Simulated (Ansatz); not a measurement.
# C3H8OSi: one species, many methods

How much do the methods differ for C3H8OSi? The plan is to run it at one geometry with functionals of several rungs and with coupled cluster. The yardstick is the atomisation energy at the CCSD(T) limit.

Method: functionals in def2-TZVPP, the program's frozen cores in correlated methods; program: Ansatz 0.2.0, Gaussian basis.

Plan: PBE-D4, r2SCAN-D4, PBE0-D4, B3LYP-D4, ωB97X-V, ωB97M-V, B2PLYP; CCSD(T)/def2-TZVPP; MP2/def2-QZVPP; extrapolation to the limit.

## 1. The geometry

All runs share one geometry, relaxed beforehand with PBE0-D4 in a triple-zeta def2 set.

13 atoms, charge 0, spin multiplicity 1.

Atoms are counted from 1 here; the program's logs count them from 0.

Bond lengths: C1–C2 1.328 Å, C1–H6 1.081 Å, C1–H7 1.084 Å, C2–O3 1.348 Å, C2–H8 1.086 Å, O3–Si4 1.664 Å, Si4–C5 1.859 Å, Si4–H9 1.488 Å, Si4–H10 1.482 Å, C5–H11 1.092 Å, C5–H12 1.094 Å, C5–H13 1.092 Å. Angles: C2–C1–H6 119.3°, C2–C1–H7 122.9°, H6–C1–H7 117.8°, C1–C2–O3 127.1°, C1–C2–H8 121.3°, O3–C2–H8 111.6°, C2–O3–Si4 127.1°, O3–Si4–C5 111.6°, O3–Si4–H9 109.7°, O3–Si4–H10 103.8°, C5–Si4–H9 110.6°, C5–Si4–H10 111.2°, H9–Si4–H10 109.7°, Si4–C5–H11 110.7°, Si4–C5–H12 109.9°, Si4–C5–H13 111.6°, H11–C5–H12 108.1°, H11–C5–H13 108.2° and more.

## 2. PBE-D4 (GGA)

Contents of in.yaml:

```yaml
crystal:
  periodic: [false, false, false]
  atoms:
    - {symbol: C, position_ang: [-0.440361, -1.986825, -0.009600]}
    - {symbol: C, position_ang: [0.668851, -1.552621, -0.595859]}
    - {symbol: O, position_ang: [0.945844, -0.289820, -0.978161]}
    - {symbol: Si, position_ang: [0.014816, 1.065397, -0.720319]}
    - {symbol: C, position_ang: [-0.039347, 1.526404, 1.080050]}
    - {symbol: H, position_ang: [-0.532332, -3.035241, 0.237450]}
    - {symbol: H, position_ang: [-1.276024, -1.337493, 0.224028]}
    - {symbol: H, position_ang: [1.485828, -2.229270, -0.830042]}
    - {symbol: H, position_ang: [-1.359634, 0.835628, -1.243059]}
    - {symbol: H, position_ang: [0.685924, 2.114654, -1.522945]}
    - {symbol: H, position_ang: [0.967452, 1.709672, 1.462081]}
    - {symbol: H, position_ang: [-0.625311, 2.440176, 1.212895]}
    - {symbol: H, position_ang: [-0.495688, 0.739329, 1.683461]}
basis:
  gaussian: {orbitals: def2-TZVPP}
hamiltonian: {xc: pbe, dispersion: d4}
output: {forces: true, orbitals: {seedname: orbitals}}
```

Started as:

```bash
ansatz run in.yaml --threads 2 --pin off --events-out ev --progress --plain --max-ram 32768MiB --backend cuda --devices 0, --max-vram 18GiB
```

The runs that follow: r2SCAN-D4 (meta-GGA); PBE0-D4 (hybrid); B3LYP-D4 (hybrid); ωB97X-V (range-separated); ωB97M-V (range-separated); B2PLYP (double hybrid); CCSD(T) in def2-TZVPP; MP2 in def2-QZVPP.

Q: Predict the results of all the runs planned. Wanted: atomisation energy, CCSD(T)/CBS; farthest; mean size of error, hybrid; mean size of error, range-separated; gap, smallest and largest; T1 diagnostic; triples share of the correlation energy.

The runs gave:

```
                               quantity                                           value
        atomisation energy, CCSD(T)/CBS                                   5036.5 kJ/mol
 functionals within 25.2 kJ/mol (0.5 %)  r2SCAN-D4, PBE0-D4, B3LYP-D4, ωB97X-V, ωB97M-V
                               farthest                           PBE-D4 (+72.9 kJ/mol)
             mean size of error, hybrid                                      1.8 kJ/mol
    mean size of error, range-separated                                      9.5 kJ/mol
              gap, smallest and largest            5.18 eV (PBE-D4), 11.76 eV (ωB97X-V)
                          T1 diagnostic                                          0.0119
triples share of the correlation energy                                           3.9 %
```

**Reading.** PBE-D4 is off by +72.9 kJ/mol. Double hybrids carry the basis error of their MP2 part in triple zeta, and no dispersion term here, so their miss is partly the set-up's. Misses under about 25.2 kJ/mol are within the doubt on the reference itself, which lacks core-valence correlation, relativity and higher excitations. Hartree-Fock recovers 75 % of the binding; the rest is correlation. Orbital gaps span 5.2 to 11.8 eV; exact exchange widens them.
